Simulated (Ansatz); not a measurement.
# BBrH2: molecular dynamics

The plan is to follow the molecule's vibrations and see whether its bonds hold. The start is relaxed first. Runs: 300 steps of 0.5 fs at constant energy, with velocities drawn for 400 K. SMILES of the start: BBr.

Program: Ansatz 0.2.0. Level of theory: RKS B3LYP-D4/def2-SVP. These are calculated values, not measurements.

### 1 The structure to begin with

Bond lengths: B1–Br2 1.940 Å, B1–H3 1.220 Å, B1–H4 1.231 Å. Angles: Br2–B1–H3 124.4°, Br2–B1–H4 118.0°, H3–B1–H4 117.6°.

Coordinates:

```xyz
4

B    -0.1374   -0.0102   -0.0834
Br    1.5478   -0.3555    0.8146
H    -1.1798   -0.5956    0.1592
H    -0.1751    0.9010   -0.9107
```

### 2 Relaxing the start

Contents of input.yaml:

```yaml
crystal:
  periodic: [false, false, false]
  atoms:
    - { symbol: B, position_ang: [-0.1374, -0.0102, -0.0834] }
    - { symbol: Br, position_ang: [1.5478, -0.3555, 0.8146] }
    - { symbol: H, position_ang: [-1.1798, -0.5956, 0.1592] }
    - { symbol: H, position_ang: [-0.1751, 0.901, -0.9107] }
basis:
  gaussian: { orbitals: def2-SVP }
hamiltonian:
  xc: b3lyp
  dispersion: d4
relax:
  f_tol: 0.02
  max_steps: 40
scf:
  lower_state_search: "off"
```

Run with:

```sh
$ ansatz run input.yaml --threads 1 --pin off --max-ram 2048MiB --backend cpu --events-out ev --progress --plain --runs-dir out
```

The runs that follow: Dynamics.

Q: Predict the outcome of this session. Wanted: relaxation of the start; temperature, first and last step; temperature, second half; potential energy, second half; largest change of the total energy; bonds formed or broken.

The runs gave:

| quantity | value |
| --- | --- |
| relaxation of the start | 3 moves, 0.066 eV lower |
| length | 300 steps of 0.5 fs |
| temperature, first and last step | 400 and 115 K |
| temperature, second half | mean 206 K, from 22 to 361 K |
| potential energy, second half | +13 meV/atom from the start |
| largest change of the total energy | 0.13 meV/atom |
| bonds formed or broken | 0 |

The temperature starts at 400 K and averages 206 K in the second half, where it ranges from 22 to 361 K. About half is expected from a start at a minimum: kinetic energy passes into potential energy until both shares match. The total energy strays from its start by at most 0.13 meV/atom, 1.0 % of the mean kinetic energy, which is good for a step of 0.5 fs. The bonds all hold. A run of 150 fs with 4 atoms shows the motion but fixes no equilibrium value. The nuclei move classically, without zero-point motion, which matters most for hydrogen.
